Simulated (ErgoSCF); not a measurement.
# One shape, several levels: BeH2 (beryllium dihydride)

Wanted: a comparison of 6 runs (HF/STO-3G, HF/3-21G, HF/def2-SVP, B3LYP/6-31G, SVWN5/6-31+G*, B3PW91(Ergo)/pcseg-2) of BeH2 (beryllium dihydride). 

The results are computed with ErgoSCF 3.8.

6 further runs of the same task are left out: 3 that didn't finish, 3 set aside as unsound or not needed.

### Step 1. Starting point

BeH2: 3 atoms, total charge 0, spin state singlet. As SMILES, `[BeH2]`. The shape comes from GFN2-xTB, which is rough for such elements, and wasn't checked as a minimum.

Bond lengths: Be1–H2 1.279 Å, Be1–H3 1.280 Å. Angles: H2–Be1–H3 179.9°.

### Step 2. A single-point energy at HF/STO-3G (run 1)

molecule.xyz

```xyz
3
BeH2
Be     0.000610    -0.000320     0.000290
H      0.710620     0.942160     0.493580
H     -0.711220    -0.941840    -0.493870
```

input.ego

```
set_nthreads(1)
molecule "molecule.xyz"
tmpdir = "."
scf.output_mulliken_pop = 1
scf.max_number_of_iterations = 120
basis = "STO-3G"
scf.use_diagonalization = 1
spin_polarization = 0
charge = 0
run "HF"
```

The basis set STO-3G is read from a file made from the Basis Set Exchange's data (not shown).

Started as:

```console
$ ergo input.ego
```

Output:

```text
[...]
INSC SCF_general constructor, number of basis functions: 7
[...]
INSC Energy   1 =         -9.56416175286
[...]
INDE E_LUMO =          0.21043194598
[...]
INSC Energy   8 =        -15.56124384821  ( diff     -0.000000000000131 )
[...]
RESC CONVERGED after   8 iterations.
RESC FINAL ENERGY:        -15.56124384821
[...]
INSC SCF: dipole_moment_x [atomic units] =       0.00104723
INSC SCF: dipole_moment_y [atomic units] =      -0.00100284
INSC SCF: dipole_moment_z [atomic units] =       0.00044796
[...]
```

It took 0.38 s on 1 thread of Arm Neoverse V2, shared host; peak memory 0.26 GiB.

### Step 3. A single-point energy at HF/3-21G (run 2)

run.inp

```
set_nthreads("env")
molecule_inline
Be 0.00115273 -0.00060471 0.00054802
H  1.34287718 1.78042437 0.93273102
H  -1.34401101 -1.77981965 -0.93327904
EOF
scf.max_number_of_iterations = 120
scf.use_diagonalization = 1
charge = 0
basis = "3-21G"
tmpdir = "."
scf.output_mulliken_pop = 1
run "HF"
```

The basis set 3-21G is read from a file made from the Basis Set Exchange's data (not shown).

Started as:

```console
$ ergo run.inp
```

Output:

```text
[...]
INSC SCF_general constructor, number of basis functions: 13
[...]
INSC Energy   1 =         -6.65088196619
[...]
INDE E_LUMO =          0.08339835005
[...]
INSC Energy   8 =        -15.67149567556  ( diff     -0.000000000005944 )
[...]
RESC CONVERGED after   8 iterations.
RESC FINAL ENERGY:        -15.67149567556
[...]
INSC SCF: dipole_moment_x [atomic units] =       0.00125995
INSC SCF: dipole_moment_y [atomic units] =      -0.00071838
INSC SCF: dipole_moment_z [atomic units] =       0.00059600
[...]
```

Wall time 0.38 s (1 thread of Arm Neoverse V2, shared host); peak memory 0.26 GiB.

### Step 4. The energy at HF/def2-SVP (run 3)

run.inp

```
set_nthreads("env")
scf.use_diagonalization = 1
basis = "def2-SVP"
tmpdir = "."
scf.output_mulliken_pop = 1
scf.max_number_of_iterations = 120
molecule_inline
Be     0.00115273    -0.00060471     0.00054802
H      1.34287718     1.78042437     0.93273102
H     -1.34401101    -1.77981965    -0.93327904
EOF
run "HF"
```

The basis set def2-SVP is read from a file made from the Basis Set Exchange's data (not shown).

Started as:

```console
$ ergo run.inp
```

Output:

```text
[...]
INSC SCF_general constructor, number of basis functions: 19
[...]
INSC Energy   1 =         -2.91215326318
[...]
INDE E_LUMO =          0.07025723978
[...]
INSC Energy   9 =        -15.75152186148  ( diff     -0.000000000000597 )
[...]
RESC CONVERGED after   9 iterations.
RESC FINAL ENERGY:        -15.75152186148
[...]
INSC SCF: dipole_moment_x [atomic units] =       0.00124490
INSC SCF: dipole_moment_y [atomic units] =      -0.00070098
INSC SCF: dipole_moment_z [atomic units] =       0.00058991
[...]
```

It took 0.48 s on 1 thread of Arm Neoverse V2, shared host; peak memory 0.26 GiB.

Runs 4 to 5 aren't shown in full; the table further down has their settings and results.

### Step 5. A single-point energy at B3PW91(Ergo)/pcseg-2 (run 6)

job.ego

```
set_nthreads("env")
molecule_inline Angstrom
Be     0.000610    -0.000320     0.000290
H      0.710620     0.942160     0.493580
H     -0.711220    -0.941840    -0.493870
EOF
XC.type = "LMG"
scf.output_mulliken_pop = 1
XC.angint = 17
charge = 0
scf.max_number_of_iterations = 88
tmpdir = "."
basis = "pcseg-2"
run "B3PW91"
```

The basis set pcseg-2 is read from a file made from the Basis Set Exchange's data (not shown).

Started as:

```console
$ ergo job.ego
```

Output:

```text
[...]
INDF Weighted mixed functional:
[...]
INSC Energy   1 =          3.83054298883
[...]
INDE PURIFICATION CONVERGED after 34 iterations
[...]
INDE PURIFICATION CONVERGED after 30 iterations
[...]
INDE PURIFICATION CONVERGED after 26 iterations
[...]
INDE PURIFICATION CONVERGED after 26 iterations
[...]
INDE E(LUMO) - E(HOMO) <=          0.33714620248 =          9.17421558089 eV
[...]
INSC Energy   9 =        -15.90356543146  ( diff     -0.000000000003347 )
[...]
RESC CONVERGED after   9 iterations.
RESC FINAL ENERGY:        -15.90356543146
[...]
INSC SCF: dipole_moment_x [atomic units] =       0.00132194
INSC SCF: dipole_moment_y [atomic units] =      -0.00077663
INSC SCF: dipole_moment_z [atomic units] =       0.00062750
[...]
```

Wall time 2 s (1 thread of Arm Neoverse V2, shared host); peak memory 0.26 GiB.

### Step 6. Overview of the runs

```
run                                level  integration grid  radint  energy (Eh)  dipole moment (D)  wall time
  1                            HF/STO-3G                 –       –   -15.561244               0.00     0.38 s
  2                             HF/3-21G                 –       –   -15.671496               0.00     0.38 s
  3                          HF/def2-SVP                 –       –   -15.751522               0.00     0.48 s
  4                          B3LYP/6-31G             Turbo   1e-11   -15.911445               0.00     0.68 s
  5  SVWN5/6-31+G* (spherical functions)             Turbo   1e-11   -15.648420               0.00     0.68 s
  6                 B3PW91(Ergo)/pcseg-2               LMG       –   -15.903565               0.00        2 s
```

### Step 7. What came out

| quantity | value |
| --- | --- |
| run 6: total energy | -15.90357 Eh |
| run 6: dipole moment | 0.00 D |

What this shows: Totals of different functionals can't be ranked against each other. In run 1 the basis is minimal, so the values are rough. All runs together took 4.7 s, the longest 2 s.
